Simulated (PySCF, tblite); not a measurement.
**C₅H₉F₃O: dynamics, then NMR shifts on frames, part 1 of 2**

Aim: move C₅H₉F₃O (`CC[C@](C)(O)C(F)(F)F`) away from its starting geometry and see how NMR shifts follow the geometry.

Computed with tblite 0.8.0 and PySCF 2.14.0, with density-fitted response routines of our own, on a single molecule in the gas phase. Atoms are numbered from 0 throughout.

### 1 Starting geometry

18 atoms, charge 0, multiplicity 1; geometry from: GFN2-xTB.

Bonds of the start (Å): C0–C1 1.52, C1–C2 1.54, C2–C3 1.53, C2–O4 1.41, C2–C5 1.55, C5–F6 1.34, C5–F7 1.35, C5–F8 1.34, C0–H9 1.09, C0–H10 1.09, C0–H11 1.09, C1–H12 1.09, C1–H13 1.09, C3–H14 1.08, C3–H15 1.09, C3–H16 1.09, O4–H17 0.97.

### 2 Dynamics with GFN2-xTB

The job: settings as JSON, then the geometry in Å.

```
{"job": {"kind": "md", "xc": "GFN2-xTB", "basis": "xTB", "temperature": 300, "steps": 2000, "every": 50, "frames": 5}, "charge": 0, "multiplicity": 1}
C     -2.039314     0.058325    -0.486603
C     -0.757158    -0.737189    -0.270767
C      0.466997     0.174797    -0.059951
C      0.354847     1.055004     1.182574
O      0.687910     1.016904    -1.162962
C      1.704894    -0.737341     0.099892
F      1.581647    -1.606983     1.113879
F      1.912952    -1.472543    -1.010930
F      2.834269    -0.055072     0.313350
H     -1.888343     0.817089    -1.250752
H     -2.836119    -0.607208    -0.807478
H     -2.352178     0.547124     0.431301
H     -0.568772    -1.364012    -1.147763
H     -0.863610    -1.394499     0.593322
H     -0.439039     1.778461     1.032204
H      0.144075     0.447938     2.058057
H      1.286349     1.595237     1.330271
H      0.761835     0.490287    -1.969302
```

Method: GFN2-xTB Langevin dynamics, gas phase.

Command:

```console
$ OMP_NUM_THREADS=1 python probes_run.py task.json out
```

This one command runs all jobs of the session in turn.

Log:

```text
t/fs     T/K      E/eV
    0.0   254.5   -913.71406
   25.0   115.7   -913.20676
   50.0   242.7   -913.44586
   75.0   178.2   -913.25286
  100.0   203.5   -913.16504
  125.0   228.6   -913.12549
  150.0   261.1   -913.04851
  175.0   338.3   -913.19928
  200.0   293.4   -912.99436
  225.0   350.0   -913.17197
  250.0   302.9   -913.11124
  275.0   315.7   -913.07812
  300.0   287.3   -912.97807
  325.0   324.6   -913.07047
  350.0   314.8   -913.11677
  375.0   242.8   -913.15579
  400.0   308.1   -913.24354
  425.0   269.3   -913.12925
  450.0   219.5   -912.96191
  475.0   310.6   -913.11036
  500.0   252.1   -912.92630
  525.0   308.4   -913.08248
  550.0   291.4   -913.18813
  575.0   318.9   -913.14739
  600.0   352.4   -913.32026
  625.0   208.4   -913.19449
  650.0   356.5   -913.27233
  675.0   185.0   -913.02006
  700.0   282.7   -913.14879
  725.0   194.5   -913.15843
  750.0   154.9   -913.14929
  775.0   174.4   -913.17612
  800.0   220.5   -913.33946
  825.0   264.5   -913.17873
  850.0   293.0   -913.16869
  875.0   243.3   -913.10135
  900.0   258.8   -913.18563
  925.0   247.4   -913.09587
  950.0   305.9   -913.12449
  975.0   291.5   -913.03150
 1000.0   258.5   -912.86479
```

Wall time 13 s (1 thread of Arm Neoverse V1, shared host); peak memory 0.18 GiB.

Distance from the start (root mean square after alignment): 0 fs 0.00 Å, 200 fs 0.35 Å, 400 fs 0.22 Å, 600 fs 0.17 Å, 800 fs 0.19 Å, 1000 fs 0.32 Å.

Positions (Å) and forces (eV/Å) at 1000 fs:

```xyz
18

C    -1.781   -0.077    0.688   -0.325   -0.530    1.015
C    -0.491   -0.869    0.899    0.240   -0.698   -0.532
C     0.726   -0.317    0.144   -1.134   -0.383   -1.583
C     1.137    1.050    0.676   -0.537   -1.325    0.641
O     0.298   -0.247   -1.274   -0.090    0.813    1.407
C     1.841   -1.334    0.217   -1.182   -0.712    0.052
F     2.057   -1.834    1.421    0.845    0.706    1.536
F     1.428   -2.461   -0.380    0.151   -0.482   -1.586
F     2.968   -0.918   -0.323    0.577   -0.133   -0.187
H    -2.146    0.017   -0.343    0.333   -0.245    0.591
H    -2.424   -0.664    1.351   -0.806    0.099   -0.685
H    -1.775    0.893    1.194    0.455    0.042   -0.519
H    -0.595   -1.959    0.634   -0.307    1.006   -0.095
H    -0.287   -0.873    1.959    0.254    0.102    0.422
H     0.609    1.721    0.039    0.115    0.897   -0.078
H     0.794    1.091    1.727    0.291    0.367   -0.630
H     2.205    1.060    0.636    0.540    0.824   -0.092
H     0.796   -0.709   -1.945    0.580   -0.347    0.324
```

### 3 Nuclear shieldings: 250 fs, PBE0/pcSseg-1

The job: settings as JSON, then the geometry in Å.

```
{"job": {"kind": "nmr", "xc": "PBE0", "basis": "pcSseg-1", "pop": false}, "charge": 0, "multiplicity": 1}
C     -2.062900    -0.176900     0.459500
C     -0.837000    -0.945000     0.106500
C      0.403500    -0.049400    -0.054900
C      0.682800     0.830500     1.245600
O      0.337300     0.728900    -1.176700
C      1.570700    -0.995200    -0.197400
F      1.649200    -1.895200     0.839700
F      1.495800    -1.825400    -1.352900
F      2.755700    -0.406200    -0.319100
H     -2.241900     0.562000    -0.378900
H     -2.947000    -0.790700     0.563700
H     -1.839700     0.433000     1.334100
H     -1.078800    -1.426300    -0.841300
H     -0.782200    -1.778000     0.764500
H      0.135600     1.754500     1.258500
H      0.530500     0.191800     2.170900
H      1.725000     1.120600     1.274700
H     -0.317400     0.341100    -1.788000
```

Level: GIAO PBE0/pcSseg-1 NMR shielding, non-relativistic, gas phase.

Log:

```text
coarse grid: 15360 points
cycle   1  E = -569.7573723444  dE =  1.183e+00  |g| = 1.087e+00  |ddm| = 3.572e+00
cycle   2  E = -569.5064061711  dE =  2.510e-01  |g| = 1.686e+00  |ddm| = 1.642e+00
cycle   3  E = -569.9653091065  dE = -4.589e-01  |g| = 1.009e-01  |ddm| = 1.052e+00
cycle   4  E = -569.9669097286  dE = -1.601e-03  |g| = 5.688e-02  |ddm| = 1.182e-01
cycle   5  E = -569.9675699719  dE = -6.602e-04  |g| = 1.063e-02  |ddm| = 4.685e-02
cycle   6  E = -569.9675862986  dE = -1.633e-05  |g| = 4.013e-03  |ddm| = 9.605e-03
cycle   7  E = -569.9675888320  dE = -2.533e-06  |g| = 6.421e-04  |ddm| = 2.826e-03
final grid: 150408 points
cycle   8  E = -570.0520183723  dE = -7.333e-05  |g| = 1.094e-02  |ddm| = 3.703e-02
cycle   9  E = -570.0519980812  dE =  2.029e-05  |g| = 1.538e-02  |ddm| = 1.864e-02
cycle  10  E = -570.0520431826  dE = -4.510e-05  |g| = 1.145e-03  |ddm| = 1.057e-02
cycle  11  E = -570.0520434050  dE = -2.224e-07  |g| = 3.651e-04  |ddm| = 9.617e-04
cycle  12  E = -570.0520434302  dE = -2.526e-08  |g| = 8.541e-05  |ddm| = 2.880e-04
cycle  13  E = -570.0520434314  dE = -1.160e-09  |g| = 3.068e-05  |ddm| = 8.229e-05
cycle  14  E = -570.0520434315  dE = -1.319e-10  |g| = 8.849e-06  |ddm| = 2.402e-05
converged SCF energy = -570.0520434315

GIAO shielding tensors (ppm)
atom      isotropic    diamagn.    paramagn.     s11        s22        s33       span
  0 C      175.298     249.250     -73.952    166.960    175.556    183.379     16.419
  1 C      155.661     249.099     -93.438    131.670    154.724    180.590     48.920
  2 C      113.436     241.872    -128.436    100.405    108.268    131.634     31.229
  3 C      162.779     246.831     -84.052    140.273    159.638    188.427     48.155
  4 O      281.883     390.324    -108.441    202.410    277.625    365.613    163.204
  5 C       41.298     244.661    -203.363     27.863     45.216     50.815     22.952
  6 F      245.576     474.886    -229.310    153.347    243.130    340.252    186.904
  7 F      236.470     475.131    -238.660    121.404    219.984    368.024    246.620
  8 F      265.084     471.463    -206.379    182.237    283.727    329.288    147.052
  9 H       29.656      30.128      -0.472     24.682     28.980     35.305     10.623
 10 H       30.503      29.008       1.495     25.856     27.461     38.192     12.336
 11 H       30.296      30.532      -0.236     24.671     30.937     35.280     10.609
 12 H       30.502      32.802      -2.299     25.272     31.060     35.175      9.903
 13 H       30.172      32.127      -1.955     24.393     30.778     35.345     10.952
 14 H       30.306      30.208       0.099     26.050     28.573     36.296     10.246
 15 H       29.434      28.826       0.607     25.820     26.928     35.552      9.732
 16 H       29.809      29.440       0.370     25.113     29.376     34.939      9.825
 17 H       30.365      33.302      -2.937     22.451     27.027     41.616     19.165
```

Wall time 31 s (1 thread of Arm Neoverse V1, shared host); peak memory 0.87 GiB.

Shifts follow as δ = σ(reference) − σ, with reference shieldings (ppm) from runs at the same level and on the same kind of geometry: 1H TMS 31.72, 13C TMS 186.9, 19F CFCl3 170.9, 17O H2O 336.1. The references are single molecules in the gas phase, so shifts against H2O, NH3, PH3, H3PO4 or CFCl3 are not on the usual liquid scales and can be off by tens of ppm. Each atom is listed at this fixed geometry, with no averaging over motion; a spectrum would average atoms that exchange fast.

```csv
atoms,environment,σ (ppm),δ (ppm)
C5,CF3 carbon,41.3,145.6
C2,fully substituted sp3 carbon bonded to O,113.4,73.5
C1,sp3 CH2,155.7,31.3
C3,methyl carbon,162.8,24.1
C0,methyl carbon,175.3,11.6
H15,hydrogen on a methyl carbon,29.43,2.28
H9,hydrogen on a methyl carbon,29.66,2.06
H16,hydrogen on a methyl carbon,29.81,1.91
H13,hydrogen on an sp3 CH2,30.17,1.54
H11,hydrogen on a methyl carbon,30.30,1.42
H14,hydrogen on a methyl carbon,30.31,1.41
H17,hydrogen on an alcohol oxygen,30.36,1.35
H12,hydrogen on an sp3 CH2,30.50,1.21
H10,hydrogen on a methyl carbon,30.50,1.21
O4,alcohol oxygen,281.9,54.2
F7,fluorine of a CF3 group,236.5,-65.5
F6,fluorine of a CF3 group,245.6,-74.6
F8,fluorine of a CF3 group,265.1,-94.1
```

### 4 Shielding tensors: 425 fs, PBE0/pcSseg-1

The job: settings as JSON, then the geometry in Å.

```
{"job": {"kind": "nmr", "xc": "PBE0", "basis": "pcSseg-1", "pop": false}, "charge": 0, "multiplicity": 1}
C     -1.745300    -0.090700     0.423800
C     -0.568800    -1.090700     0.617900
C      0.688600    -0.292100     0.094800
C      1.184800     0.815300     1.070400
O      0.512800     0.415000    -1.041100
C      1.803800    -1.348400     0.046200
F      1.895200    -2.024600     1.187300
F      1.599200    -2.307400    -0.898800
F      2.984300    -0.852000    -0.291800
H     -2.039900     0.056700    -0.643200
H     -2.512700    -0.551200     1.056200
H     -1.522000     0.882700     0.838500
H     -0.751100    -2.002700     0.028700
H     -0.366300    -1.360000     1.667800
H      0.349300     1.479900     1.040500
H      1.428800     0.431600     2.089400
H      2.084000     1.190100     0.587900
H      0.238800    -0.161600    -1.749000
```

With the program's defaults for keys left out, this is: GIAO PBE0/pcSseg-1 NMR shielding, non-relativistic, gas phase.

Log:

```text
coarse grid: 15360 points
cycle   1  E = -569.7752915013  dE =  1.273e+00  |g| = 1.055e+00  |ddm| = 3.586e+00
cycle   2  E = -569.5751122211  dE =  2.002e-01  |g| = 1.559e+00  |ddm| = 1.510e+00
cycle   3  E = -569.9669878048  dE = -3.919e-01  |g| = 8.366e-02  |ddm| = 9.727e-01
cycle   4  E = -569.9680856798  dE = -1.098e-03  |g| = 4.718e-02  |ddm| = 1.071e-01
cycle   5  E = -569.9685779260  dE = -4.922e-04  |g| = 8.484e-03  |ddm| = 4.262e-02
cycle   6  E = -569.9685898478  dE = -1.192e-05  |g| = 2.942e-03  |ddm| = 8.100e-03
cycle   7  E = -569.9685911521  dE = -1.304e-06  |g| = 5.816e-04  |ddm| = 2.047e-03
final grid: 150408 points
cycle   8  E = -570.0522580070  dE = -6.441e-05  |g| = 9.310e-03  |ddm| = 3.350e-02
cycle   9  E = -570.0522462662  dE =  1.174e-05  |g| = 1.239e-02  |ddm| = 1.588e-02
cycle  10  E = -570.0522766672  dE = -3.040e-05  |g| = 9.672e-04  |ddm| = 8.775e-03
cycle  11  E = -570.0522768235  dE = -1.563e-07  |g| = 2.876e-04  |ddm| = 8.189e-04
cycle  12  E = -570.0522768388  dE = -1.523e-08  |g| = 7.134e-05  |ddm| = 2.368e-04
cycle  13  E = -570.0522768397  dE = -9.068e-10  |g| = 1.836e-05  |ddm| = 7.436e-05
converged SCF energy = -570.0522768397

GIAO shielding tensors (ppm)
atom      isotropic    diamagn.    paramagn.     s11        s22        s33       span
  0 C      175.558     245.307     -69.749    163.981    179.163    183.529     19.548
  1 C      150.608     253.137    -102.528    138.273    146.969    166.582     28.310
  2 C      112.066     244.138    -132.073     93.216    114.151    128.830     35.614
  3 C      160.063     249.192     -89.129    132.024    163.343    184.822     52.798
  4 O      289.322     391.510    -102.188    234.046    275.302    358.618    124.572
  5 C       50.515     246.618    -196.103     39.181     51.305     61.058     21.877
  6 F      268.794     473.991    -205.197    196.849    274.537    334.997    138.148
  7 F      273.893     474.736    -200.843    178.592    278.319    364.768    186.176
  8 F      277.352     471.733    -194.381    193.752    296.647    341.656    147.904
  9 H       29.825      29.334       0.492     25.073     27.958     36.446     11.373
 10 H       29.979      27.907       2.072     24.541     27.566     37.829     13.288
 11 H       30.653      30.664      -0.011     25.006     31.021     35.932     10.926
 12 H       29.476      32.128      -2.651     24.842     30.149     33.438      8.596
 13 H       29.575      32.402      -2.827     24.952     29.425     34.348      9.396
 14 H       30.121      31.300      -1.179     25.345     30.612     34.408      9.064
 15 H       30.060      29.765       0.295     26.055     27.786     36.340     10.285
 16 H       29.746      30.276      -0.529     25.802     28.674     34.764      8.962
 17 H       31.239      34.807      -3.568     22.468     26.748     44.500     22.032
```

It took 30 s on 1 thread of Arm Neoverse V1, shared host; peak memory 0.87 GiB.

This run: δ C5 136.4, C2 74.9, C1 36.3, C3 26.9, H12 2.24, H13 2.14 ppm.

(Continued in part 2 of 2.)
